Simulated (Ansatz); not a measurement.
# Li3Cd2Si3 at fixed geometry

One self-consistent run on Li3Cd2Si3 (a known structure type filled with other elements, at an estimated volume), nothing relaxed, to see its forces and stress, its levels, and how its atoms share the electrons.

Method: DFT, BLYP, no spin polarisation, plane waves, PAW, in Ansatz 0.2.0.

## Step 1: The cell

Symmetry: P4_2/nnm, No. 134, tetragonal system. The conventional cell has a = 6.258 Å, b = 6.258 Å, c = 6.303 Å, α = 90.00°, β = 90.00°, γ = 90.00°. Li (site symmetry -42m) is surrounded by 4 Cd at 2.72 Å and 4 Li at 2.72 Å. Cd (site symmetry 2/m) has 6 Si at 2.72 Å and 2 Li at 2.72 Å as nearest neighbours. Si (site symmetry 222) has 4 Cd at 2.72 Å and 4 Li at 2.72 Å as nearest neighbours. Li (site symmetry 2/m) has 2 Li at 2.72 Å and 6 Si at 2.72 Å as nearest neighbours. Si (site symmetry -42m) is surrounded by 4 Cd at 2.72 Å and 4 Li at 2.72 Å.

The coordinates stand in the input below.

Its first density is an earlier solution for the same cell, read from a checkpoint.

## Step 2: The calculation

Input file input.yaml:

```yaml
crystal:
  lattice:
    - [6.258223, 0.0, 0.0]
    - [0.0, 6.258223, 0.0]
    - [0.0, 0.0, 6.302859]
  atoms:
    - { symbol: Li, position: [0.75, 0.25, 0.25] }
    - { symbol: Li, position: [0.25, 0.75, 0.75] }
    - { symbol: Cd, position: [0.0, 0.0, 0.0] }
    - { symbol: Cd, position: [0.5, 0.0, 0.5] }
    - { symbol: Cd, position: [0.5, 0.5, 0.0] }
    - { symbol: Cd, position: [0.0, 0.5, 0.5] }
    - { symbol: Si, position: [0.25, 0.25, 0.25] }
    - { symbol: Si, position: [0.25, 0.25, 0.75] }
    - { symbol: Si, position: [0.75, 0.75, 0.75] }
    - { symbol: Si, position: [0.75, 0.75, 0.25] }
    - { symbol: Li, position: [0.0, 0.0, 0.5] }
    - { symbol: Li, position: [0.5, 0.0, 0.0] }
    - { symbol: Li, position: [0.5, 0.5, 0.5] }
    - { symbol: Li, position: [0.0, 0.5, 0.0] }
    - { symbol: Si, position: [0.25, 0.75, 0.25] }
    - { symbol: Si, position: [0.75, 0.25, 0.75] }
  symmetry: { tolerance: 0.0003 }
kpoints:
  mp_grid: { grid: [6, 6, 6], shift: [0, 0, 0] }
magnetization:
  spin_polarized: false
scf:
  occupations: { method: fermi_dirac }
  lower_state_search: "off"
  max_iter: 200
hamiltonian:
  pseudopotentials: { kind: paw }
  xc: blyp
basis:
  ecutwfc: 420
  fft_grid_basis: typed
output:
  forces: true
  stress: true
  eigenvalues: true
  bader: true
  populations: true
  elf: true
  write_potential: true
  volumetric_format: npy
  dos:
    e_range: [-12, 8]
    de: 0.05
    projected: { site_lists: { Cd: [Cd], Li: [Li], Si: [Si] } }
checkpoint:
  read: saved_state
```

Q: Predict the outcome of this session. Wanted: largest force; pressure; character; Bader charges.

**Answer**, as computed:

| quantity | value |
| --- | --- |
| largest force | 0.000 eV/Å |
| pressure | 11.5 GPa |
| formation energy (elements from separate runs) | 0.22 eV/atom |
| character | metal |
| density of states, mean within 0.25 eV of the Fermi level | 4.6 per eV per cell |
| Bader charges | Li +0.82 to +0.83, Cd -0.23, Si -0.68 to -0.67 e |

The cell is metallic; within 0.25 eV of the Fermi level the density of states averages 4.6 per eV per cell, mostly Si p (60 %). The pressure of 11.5 GPa says the cell is too small. Set against separate runs on the elements (Li bcc, Cd hcp, Si diamond), it forms at 0.22 eV per atom, so at this geometry it is not bound against them. By Bader's partition Li gives up most (+0.83 e) and Si takes most (-0.68 e).

Caveats: forces and stress of this functional can be off on datasets made for PBE.
